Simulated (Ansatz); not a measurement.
# WBr3F: the cost of one run

Method: DFT PBE, scalar-relativistic, plane waves, PAW, in Ansatz 0.2.0.

2 further runs of the same task are left out: 1 for a known fault of the program, 1 set aside as unsound or not needed.

## Step 1: The system as given

The structure is tetragonal, space group I-4m2 (No. 119). Conventional cell: a = 4.622 Å, b = 4.622 Å, c = 11.699 Å, α = 90.00°, β = 90.00°, γ = 90.00°. Around W (site symmetry -4m2) lie 8 Br at 2.78 to 3.27 Å and 4 F at 3.73 Å. Br (site symmetry 2mm) has 3 Br at 2.77 to 2.78 Å and 2 W at 2.78 Å in its first shell of neighbours. Around Br (site symmetry -4m2) lie 4 Br at 2.78 Å. F (site symmetry -4m2) has 12 Br at 3.55 to 3.73 Å and 4 W at 3.73 Å in its first shell of neighbours.

Coordinates:

```cif
data_structure
_symmetry_space_group_name_H-M 'P 1'
_symmetry_Int_Tables_number 1
_cell_length_a 6.7005
_cell_length_b 6.7005
_cell_length_c 6.7005
_cell_angle_alpha 139.648
_cell_angle_beta 139.648
_cell_angle_gamma 58.387
_cell_volume 124.96
loop_
_atom_site_label
_atom_site_type_symbol
_atom_site_fract_x
_atom_site_fract_y
_atom_site_fract_z
_atom_site_occupancy
W1 W 0.25000 0.75000 0.50000 1
Br1 Br 0.61830 0.61830 0.00000 1
Br2 Br 0.38170 0.38170 0.00000 1
Br3 Br 0.75000 0.25000 0.50000 1
F1 F 0.00000 0.00000 0.00000 1
```

A structure generator made this guess: species swapped into a database cell of EuGa3Cu (I-4m2, No. 119), with F on the Eu sites, Br on the Ga sites and W on the Cu sites. Its size is a rough estimate.

## Step 2: The guess as it stands, on a coarse mesh

input.yaml

```yaml
crystal:
  lattice:
    - [-2.31100836, 2.31100836, 5.84936219]
    - [2.31100836, -2.31100836, 5.84936219]
    - [2.31100836, 2.31100836, -5.84936219]
  atoms:
    - { symbol: W, position: [0.25, 0.75, 0.5] }
    - { symbol: Br, position: [0.61830294, 0.61830294, 0.0] }
    - { symbol: Br, position: [0.38169706, 0.38169706, 0.0] }
    - { symbol: Br, position: [0.75, 0.25, 0.5] }
    - { symbol: F, position: [0.0, 0.0, 0.0] }
basis:
  ecutwfc: 420
kpoints:
  mp_grid: { grid: [6, 6, 6] }
hamiltonian:
  xc: pbe
scf:
  occupations: { method: gaussian, width: 0.1 }
  lower_state_search: "off"
output:
  forces: true
  stress: true
  eigenvalues: true
```

Launch:

```console
$ ansatz run input.yaml --threads 1 --pin off --max-ram 2560MiB --backend cpu --events-out ev --progress --plain --runs-dir out
```

What time and memory should one allow on 1 thread of Intel Xeon 6985P-C at 2.30GHz (Granite Rapids), shared host?

About 3.7 s, with a peak of 0.4 GiB.
